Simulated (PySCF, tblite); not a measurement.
# C₆H₈FOP: infrared bands and NMR shifts

What infrared bands and NMR shifts should C₆H₈FOP (`C#C[P@@]1(=O)C[C@H](F)[C@H]1C`) show?

Programs: tblite 0.8.0 and PySCF 2.14.0, with density-fitted response routines of our own. Each step states its level of theory. These are calculated values for one molecule in the gas phase, unless marked as measured. Atoms count from 0, in the outputs and in this text.

## (1) Starting geometry

17 atoms, charge 0, multiplicity 1; geometry from: GFN2-xTB.

Bonds of the start (Å): C0–C1 1.20, C1–P2 1.77, P2–O3 1.46, P2–C4 1.85, C4–C5 1.54, C5–F6 1.37, C5–C7 1.54, C7–C8 1.51, C7–P2 1.86, C0–H9 1.05, C4–H10 1.09, C4–H11 1.09, C5–H12 1.09, C7–H13 1.10, C8–H14 1.09, C8–H15 1.09, C8–H16 1.09.

## (2) Harmonic vibrations with GFN2-xTB

Job settings and geometry (Å):

```
{"job": {"kind": "ir", "xc": "GFN2-xTB", "basis": "xTB"}, "charge": 0, "multiplicity": 1}
C      2.166399     1.490897     1.554921
C      1.722735     0.689810     0.777428
P      1.162743    -0.485668    -0.423442
O      2.141048    -0.858295    -1.443795
C      0.196394    -1.751177     0.520901
C     -1.072149    -0.905503     0.324029
F     -2.177436    -1.655878     0.010083
C     -0.589472    -0.015545    -0.837866
C     -1.042603     1.429519    -0.838255
H      2.539991     2.189186     2.247502
H      0.457231    -1.985017     1.549367
H      0.134559    -2.674452    -0.057433
H     -1.337035    -0.322876     1.211978
H     -0.846236    -0.503589    -1.784863
H     -0.775715     1.914645     0.099075
H     -2.122271     1.484961    -0.967972
H     -0.565180     1.971011    -1.652645
```

**Question.** This job is followed by: GIAO PBE0/pcSseg-1 NMR shielding, non-relativistic, gas phase. Predict these results of the whole session: strongest single infrared mode (GFN2-xTB); zero-point energy (GFN2-xTB); ¹³C shifts against TMS (PBE0/pcSseg-1); ¹H shifts against TMS (PBE0/pcSseg-1, means over atoms taken as alike); ³¹P shifts against H3PO4 (PBE0/pcSseg-1); ¹⁷O shifts against H2O (PBE0/pcSseg-1); ¹⁹F shifts against CFCl3 (PBE0/pcSseg-1).

As calculated:

| quantity | value |
| --- | --- |
| strongest single infrared mode (GFN2-xTB) | 1296 cm⁻¹, 293 km/mol |
| zero-point energy (GFN2-xTB) | 78.2 kcal/mol |
| ¹³C shifts against TMS (PBE0/pcSseg-1) | 99.5, 86.7, 82.7, 61.3, 50.0, 15.4 ppm |
| ¹H shifts against TMS (PBE0/pcSseg-1, means over atoms taken as alike) | 4.34, 3.25, 3.17, 3.00, 2.46, 1.52 ppm |
| ³¹P shifts against H3PO4 (PBE0/pcSseg-1) | -36.2 ppm |
| ¹⁷O shifts against H2O (PBE0/pcSseg-1) | 128.9 ppm |
| ¹⁹F shifts against CFCl3 (PBE0/pcSseg-1) | -198.1 ppm |

In words: All 45 modes are real, so the xTB geometry is a minimum. The strongest single mode, at 1296 cm⁻¹, moves mainly O3 and P2. GFN2-xTB is a fitted tight-binding method: band positions and strengths are rough. Its intensities can rank the bands wrongly. H12 (hydrogen on an sp3 CH bonded to F) lies farthest downfield among hydrogen, at 4.34 ppm; its carbon carries F, hence the downfield position.
